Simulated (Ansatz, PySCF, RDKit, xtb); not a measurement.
# Which structure has the formula BSiH2F2?

Only the formula BSiH2F2 is given (odd number of electrons). Aim: find the structure of lowest free energy at 298.15 K, then its properties.

Plan: many cheap relaxations first (GFN2-xTB), then density-functional screening, relaxation at B3LYP-D3(BJ)/6-311G**, vibrations and a final energy. The numbers are computed, not measured.

6 further runs of the same task are left out: 6 set aside as unsound or not needed.

### 1 Drawing up candidates

A program enumerates the bonding patterns with one Lewis structure each (two rings at most, one unusual centre or charged pair), with their diastereomers. O–O, O–halogen and N–halogen bonds and N–N–N chains are not drawn. That gives 5 candidates.

```tsv
label	SMILES	spin
c199	F[B][SiH2]F	doublet
c209	FB(F)[SiH2]	doublet
c522	[BH][SiH](F)F	doublet
c552	B[Si](F)F	doublet
c837	FB[SiH]F	doublet
```

Candidates are built by distance geometry, with a force field where one applies, in up to four conformers (letters a to d). 10 starts with atoms placed at random are added, to find patterns that the rules miss.

Q: Predict the outcome of this search (final energies at CCSD(T)/def2-SVP + MP2/def2-TZVPP - MP2/def2-SVP).

| quantity | value |
| --- | --- |
| lowest structure found | FB(F)[SiH2], doublet, Cs |
| next finalist | B[Si](F)F, doublet, 5.6 kcal/mol higher in G |
| share at equilibrium, among the finalists | 100.0 % |
| harmonic wavenumbers, lowest and highest (B3LYP-D3(BJ)/6-311G**) | 199 and 2273 cm⁻¹ |
| rotational constants, same geometry | 0.3232, 0.131, 0.09352 cm⁻¹ |
| dipole moment (PBE0/def2-TZVPD) | 1.43 D |
| HOMO energy (highest over α and β) (PBE0/def2-TZVPD) | -6.57 eV |
| LUMO energy (lowest over α and β) (PBE0/def2-TZVPD) | -3.14 eV |
| lowest excitation (TD-PBE0/def2-SVPD) | 4.28 eV (f = 0.017) |
| strongest of the states computed, same level | 4.66 eV (f = 0.124) |
| vertical ionisation energy (to the singlet cation) | 8.86 eV |
| vertical electron affinity | 1.33 eV |
| vertical quartet less doublet | +6.28 eV |

The search ends on `FB(F)[SiH2]`. Among the finalists first place is clear (5.6 kcal/mol); structures outside the list aren't covered. HF/STO-3G, r2SCAN-D4/def2-SVP, B3LYP-D3(BJ)/6-311G**, HF/def2-SVP and MP2/def2-SVP already put its bonding pattern lowest among the structures in one piece; GFN2-xTB favours the doublet B[Si](F)F. The stability test raises a flag; for an open shell a flag towards a general spinor solution can be the free rotation of the spin. Lowest found is not proven lowest: the search is finite, and each finalist counts with one conformer. Patterns outside the rules of the enumeration were met only by chance.
